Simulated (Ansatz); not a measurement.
# Ge₂C+ (doublet): the correlation ladder, cc-pVDZ

One table from this session's results is given with a row withheld; the runs are named, their logs left out.

The runs use Ansatz 0.2.0, Gaussian basis; cc-pVDZ, core rule «outside noble gas», up to 29 orbitals frozen.

Plan: UHF; CCSD(T) on ROHF; CCSD(T) on UHF; BCCD(T) on ROHF; CISD as a restricted active space (open shells left free, so some higher excitations enter); CCSDT(Q) on ROHF; CCSDT(Q) on UHF; CASSCF and MRCISD+Q, 9 electrons in 9 orbitals; CASSCF and NEVPT2, 9 electrons in 9 orbitals.

24 further runs of the same task are left out: 1 for a known fault of the program, 14 that didn't finish, 9 set aside as unsound or not needed. Runs told in other sessions of the task aren't counted.

### The geometry

The geometry is a PBE0/def2-TZVP stationary point (not a proven minimum) of the parent state, kept for this charge and spin. No spin-orbit coupling is included. The filled d shell of Ge may be among the frozen orbitals whatever the setting's name suggests.

3 atoms, charge 1, spin multiplicity 2.

Atoms are counted from 1 here; the program's logs count them from 0.

Bond lengths: Ge1–C2 1.853 Å, C2–Ge3 1.853 Å. Angles: Ge1–C2–Ge3 180.0°.

Set-up of the first run:

Input file in.yaml:

```yaml
crystal:
  periodic: [false, false, false]
  atoms:
    - {symbol: Ge, position_ang: [0.000000, 0.000000, 1.852600]}
    - {symbol: C, position_ang: [0.000000, 0.000000, 0.000000]}
    - {symbol: Ge, position_ang: [0.000000, 0.000000, -1.852600]}
basis:
  gaussian: {orbitals: cc-pVDZ}
total_charge: 1
magnetization: {spin_polarized: true, initial_magnetization: 1}
hamiltonian: {xc: hf}
output: {orbitals: {seedname: orbitals}}
```

On the command line:

```sh
$ ansatz run in.yaml --threads 1 --pin off --events-out ev --progress --plain --max-ram 2393MiB
```

Among the steps run: UHF; CCSD(T) on ROHF; CCSD(T) on UHF; BCCD(T) on ROHF; CISD as a restricted active space (open shells left free, so some higher excitations enter); CCSDT(Q) on ROHF; CCSDT(Q) on UHF; CASSCF and MRCISD+Q, 9 electrons in 9 orbitals; CASSCF and NEVPT2, 9 electrons in 9 orbitals.

One of the session's tables, all rows but one given; the rest of the session is left out.

| method | from UCCSDT(Q) (kcal/mol) |
| --- | --- |
| ROHF | +170.21 |
| UHF | +168.35 |
| RMP2 | +30.18 |
| UMP2 | +30.55 |
| RCCSD | +9.92 |
| UCCSD | +9.85 |
| RCCSD(T) | +1.89 |
| UCCSD(T) | +1.91 |
| BCCD(T) | +1.80 |
| RCCSDT | ? |
| UCCSDT | +0.84 |
| RCCSDT(Q) | +0.07 |
| UCCSDT(Q) | 0 |
| CASSCF frontier | +113.65 |
| MRCISD frontier | +13.25 |
| MRCISD+Q frontier | +1.92 |

Estimate the missing values for RCCSDT.

As computed: from UCCSDT(Q) (kcal/mol): +0.86. In the column «from UCCSDT(Q) (kcal/mol)» it lies between UCCSDT (+0.84) and BCCD(T) (+1.80).

Not comparable, so not listed: CISD as a restricted active space (open shells left free, so some higher excitations enter); CASSCF and NEVPT2, 9 electrons in 9 orbitals (they don't share determinant, frozen orbitals or solution with the rows shown, or repeat one).

Caveats from the session: Restricted and unrestricted rows rest on different reference determinants; a gap between their highest levels can come from leftover correlation error, from unlike frozen cores or from another state. Warnings in the runs' records: passed over end.
